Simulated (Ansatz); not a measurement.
# Br2HInO: one species, many methods

The task here is to estimate one member of a computed series from the others.

Program: Ansatz 0.2.0, Gaussian basis. Level of theory: functionals in def2-TZVPP, the program's frozen cores in correlated methods. These are calculated values, not measurements.

Levels to be run: LDA (SPW92), PBE-D4, revPBE-D4, BLYP-D4, r2SCAN-D4, B97M-V, PBE0-D4, B3LYP-D4, r2SCANh-D4, r2SCAN0-D4, HSE06-D4, BHLYP-D4, CAM-B3LYP-D4, LC-ωPBE, ωB97X-V, ωB97M-V, B2PLYP, PBE-QIDH; CCSD(T)/def2-SVP; CCSD(T)/def2-TZVPP; MP2/def2-QZVPP; extrapolation to the limit; RPA on PBE.

## The relaxed structure

An earlier PBE0-D4 in a triple-zeta def2 set relaxation fixed the geometry. In takes the def2 core potential; no spin-orbit term is included.

SMILES `[OH][In]([Br])[Br]`, 5 atoms, charge 0, spin multiplicity 1.

Atoms are counted from 1 here; the program's logs count them from 0.

Bond lengths: O1–In2 1.964 Å, O1–H5 0.962 Å, In2–Br3 2.448 Å, In2–Br4 2.431 Å. Angles: In2–O1–H5 111.8°, O1–In2–Br3 119.2°, O1–In2–Br4 119.0°, Br3–In2–Br4 121.7°.

The first run:

The input, in.yaml:

```yaml
crystal:
  periodic: [false, false, false]
  atoms:
    - {symbol: O, position_ang: [-0.236193, 1.558027, -0.040815]}
    - {symbol: In, position_ang: [-0.118032, -0.400281, -0.123998]}
    - {symbol: Br, position_ang: [1.736777, -1.535137, 1.001007]}
    - {symbol: Br, position_ang: [-1.820545, -1.634214, -1.343238]}
    - {symbol: H, position_ang: [0.487894, 1.937903, 0.465545]}
basis:
  gaussian: {orbitals: def2-TZVPP}
hamiltonian: {xc: lda}
output: {orbitals: {seedname: orbitals}}
```

Started as:

```sh
$ ansatz run in.yaml --threads 4 --pin off --events-out ev --progress --plain --max-ram 10444MiB
```

Steps of the session up to this table: LDA; PBE-D4 (GGA); revPBE-D4 (GGA); BLYP-D4 (GGA); r2SCAN-D4 (meta-GGA); B97M-V (meta-GGA); PBE0-D4 (hybrid); B3LYP-D4 (hybrid); r2SCANh-D4 (hybrid); r2SCAN0-D4 (hybrid); HSE06-D4 (hybrid); BHLYP-D4 (hybrid); CAM-B3LYP-D4 (range-separated); LC-ωPBE (range-separated); ωB97X-V (range-separated); ωB97M-V (range-separated); B2PLYP (double hybrid); PBE-QIDH (double hybrid).

One of the session's tables, all rows but one given; the rest of the session is left out.

It belongs to the step «Frontier levels by functional». 

```
  functional  HOMO (eV)  LUMO (eV)  gap (eV)
 LDA (SPW92)      -7.58      -3.81      3.77
      PBE-D4      -7.39      -3.47      3.92
   revPBE-D4      -7.33      -3.35      3.99
     BLYP-D4      -7.21      -3.43      3.79
   r2SCAN-D4      -7.75      -3.29      4.46
      B97M-V      -7.78      -3.28      4.51
     PBE0-D4      -8.70      -2.63      6.07
    B3LYP-D4      -8.42      -2.94      5.48
  r2SCANh-D4      -8.22      -2.98      5.24
  r2SCAN0-D4          ?          ?         ?
    HSE06-D4      -8.30      -2.99      5.30
    BHLYP-D4      -9.82      -1.78      8.04
CAM-B3LYP-D4     -10.01      -1.71      8.30
     LC-ωPBE     -11.41      -0.44     10.98
     ωB97X-V     -11.04      -0.60     10.45
     ωB97M-V     -10.90      -0.73     10.18
```

Estimate the missing values for r2SCAN0-D4.

Worked estimate for «HOMO (eV)». Against the share of exact exchange, r2SCAN-D4 (0, -7.75), r2SCANh-D4 (0.1, -8.22) give a slope of -4.70 per unit share; at 0.25 the line stands at -8.92.

As computed: HOMO (eV): -8.93; LUMO (eV): -2.52; gap (eV): 6.41. In «HOMO (eV)» the line misses by +0.01.
